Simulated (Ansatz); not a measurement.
# C₂H₅ClGeO: up Jacob's ladder to CCSD(T)

The task here is to estimate one member of a computed series from the others.

The runs use Ansatz 0.2.0, Gaussian basis; functionals in def2-TZVPP, the program's frozen cores in correlated methods.

Levels to be run: LDA (SPW92), PBE-D4, revPBE-D4, BLYP-D4, r2SCAN-D4, B97M-V, PBE0-D4, B3LYP-D4, r2SCANh-D4, r2SCAN0-D4, HSE06-D4, BHLYP-D4, CAM-B3LYP-D4, LC-ωPBE, ωB97X-V, ωB97M-V, B2PLYP, PBE-QIDH; CCSD(T)/def2-SVP; CCSD(T)/def2-TZVPP; MP2/def2-QZVPP; extrapolation to the limit; RPA on PBE.

## Structure used throughout

An earlier PBE0-D4 in a triple-zeta def2 set relaxation fixed the geometry.

SMILES `Cl[C]1([GeH3])CO1`, 10 atoms, charge 0, spin multiplicity 1.

Atoms are counted from 1 here; the program's logs count them from 0.

Bond lengths: Cl1–C2 1.774 Å, C2–Ge3 1.967 Å, C2–C4 1.461 Å, C2–O5 1.396 Å, Ge3–H6 1.532 Å, Ge3–H7 1.536 Å, Ge3–H8 1.533 Å, C4–O5 1.425 Å, C4–H9 1.086 Å, C4–H10 1.087 Å. Angles: Cl1–C2–Ge3 112.9°, Cl1–C2–C4 117.0°, Cl1–C2–O5 114.9°, Ge3–C2–C4 124.2°, Ge3–C2–O5 117.5°, C4–C2–O5 59.8°, C2–Ge3–H6 108.4°, C2–Ge3–H7 107.0°, C2–Ge3–H8 108.7°, H6–Ge3–H7 111.0°, H6–Ge3–H8 110.8°, H7–Ge3–H8 110.8°, C2–C4–O5 57.8°, C2–C4–H9 118.1°, C2–C4–H10 120.2°, O5–C4–H9 114.9°, O5–C4–H10 115.4°, H9–C4–H10 116.6° and more.

As a file:

```xyz
10
charge 0, multiplicity 1
Cl   -1.01087   -1.09484    1.73315
C    -0.43598   -0.05425    0.41585
Ge    1.50274   -0.19739    0.11895
C    -1.40228    0.29812   -0.62138
O    -1.00033    1.22177    0.38603
H     2.22138    0.30301    1.37585
H     1.83867    0.68246   -1.09445
H     1.85066   -1.66414   -0.16011
H    -2.41731   -0.07443   -0.52247
H    -1.06368    0.52859   -1.62842
```

Set-up of the first run:

Input file in.yaml:

```yaml
crystal:
  periodic: [false, false, false]
  atoms:
    - {symbol: Cl, position_ang: [-1.010869, -1.094840, 1.733151]}
    - {symbol: C, position_ang: [-0.435982, -0.054254, 0.415850]}
    - {symbol: Ge, position_ang: [1.502741, -0.197388, 0.118946]}
    - {symbol: C, position_ang: [-1.402282, 0.298116, -0.621379]}
    - {symbol: O, position_ang: [-1.000327, 1.221772, 0.386031]}
    - {symbol: H, position_ang: [2.221382, 0.303015, 1.375854]}
    - {symbol: H, position_ang: [1.838671, 0.682456, -1.094449]}
    - {symbol: H, position_ang: [1.850656, -1.664139, -0.160113]}
    - {symbol: H, position_ang: [-2.417313, -0.074431, -0.522471]}
    - {symbol: H, position_ang: [-1.063676, 0.528592, -1.628420]}
basis:
  gaussian: {orbitals: def2-TZVPP}
hamiltonian: {xc: lda}
output: {orbitals: {seedname: orbitals}}
```

Started as:

```sh
> ansatz run in.yaml --threads 4 --pin off --events-out ev --progress --plain --max-ram 10444MiB
```

Steps of the session up to this table: LDA; PBE-D4 (GGA); revPBE-D4 (GGA); BLYP-D4 (GGA); r2SCAN-D4 (meta-GGA); B97M-V (meta-GGA); PBE0-D4 (hybrid); B3LYP-D4 (hybrid); r2SCANh-D4 (hybrid); r2SCAN0-D4 (hybrid); HSE06-D4 (hybrid); BHLYP-D4 (hybrid); CAM-B3LYP-D4 (range-separated); LC-ωPBE (range-separated); ωB97X-V (range-separated); ωB97M-V (range-separated); B2PLYP (double hybrid); PBE-QIDH (double hybrid).

One table of the session follows, with a row left open; its other results are not shown here.

It belongs to the step «Orbital energies across the functionals». 

| functional | HOMO (eV) | gap (eV) |
| --- | --- | --- |
| LDA (SPW92) | -6.76 | 5.82 |
| PBE-D4 | -6.60 | 5.89 |
| revPBE-D4 | -6.54 | 5.93 |
| BLYP-D4 | ? | ? |
| r2SCAN-D4 | -6.90 | 6.44 |
| B97M-V | -7.03 | 6.54 |
| PBE0-D4 | -8.00 | 8.27 |
| B3LYP-D4 | -7.77 | 7.78 |
| r2SCANh-D4 | -7.42 | 7.32 |
| r2SCAN0-D4 | -8.20 | 8.61 |
| HSE06-D4 | -7.60 | 7.49 |
| BHLYP-D4 | -9.27 | 10.48 |
| CAM-B3LYP-D4 | -9.37 | 10.70 |
| LC-ωPBE | -10.69 | 13.25 |
| ωB97X-V | -10.36 | 12.74 |
| ωB97M-V | -10.24 | 12.39 |

Q: Estimate the row for BLYP-D4 from the others.

Worked estimate for «HOMO (eV)». Against the share of exact exchange, B3LYP-D4 (0.2, -7.77), BHLYP-D4 (0.5, -9.27) give a slope of -5.00 per unit share; at 0 the line stands at -6.77.

The run gave: HOMO (eV): -6.48; gap (eV): 5.88. In «HOMO (eV)» the line misses by -0.29.
